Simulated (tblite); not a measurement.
# C6H12FGeN: the cost of one run

Computed with tblite 0.8.0 and PySCF 2.14.0, with density-fitted response routines of our own, on a single molecule in the gas phase. Atoms are numbered from 0 throughout.

## (1) Starting geometry

21 atoms, charge 0, multiplicity 1; geometry from: force field or distance geometry start.

Bonds of the start (Å): N0–C1 1.27, C1–C2 1.47, C2–C3 1.51, C3–C4 1.49, C4–F5 1.41, C4–C6 1.48, C6–Ge7 1.88, Ge7–C8 1.93, C8–C1 1.50, N0–H9 1.01, C2–H10 1.10, C2–H11 1.10, C3–H12 1.11, C3–H13 1.12, C4–H14 1.14, C6–H15 1.12, C6–H16 1.12, Ge7–H17 1.55, Ge7–H18 1.55, C8–H19 1.11, C8–H20 1.10.

## (2) Optimising the geometry with GFN2-xTB

Job settings and geometry (Å):

```
{"job": {"kind": "relax", "xc": "GFN2-xTB", "basis": "xTB"}, "charge": 0, "multiplicity": 1}
N     -2.230600    -1.372300     0.602300
C     -1.366500    -0.823800    -0.154800
C     -1.491900     0.602600    -0.499900
C     -0.636700     1.438500     0.425700
C      0.737000     1.628300    -0.116300
F      0.678800     1.897300    -1.498400
C      1.780200     0.653700     0.255400
Ge     1.404800    -1.190600     0.233000
C     -0.256600    -1.730300    -0.586800
H     -2.266300    -2.331900     0.924300
H     -2.552500     0.885000    -0.390400
H     -1.192200     0.713300    -1.550900
H     -1.127100     2.437100     0.487600
H     -0.635600     1.025500     1.467000
H      1.076000     2.629200     0.307000
H      2.650300     0.834800    -0.421000
H      2.169800     0.922900     1.272000
H      1.426200    -1.738200     1.685000
H      2.537100    -1.928600    -0.530000
H     -0.193100    -1.797100    -1.689600
H     -0.520100    -2.738700    -0.221800
```

Launch:

```bash
> OMP_NUM_THREADS=1 python probes_run.py task.json out
```

One launch serves the whole session: the jobs run in the order shown.

Q: Estimate the wall time and peak memory of this first job on 1 thread of Arm Neoverse V1, shared host.

About 1.6 s, with a peak of 0.18 GiB.
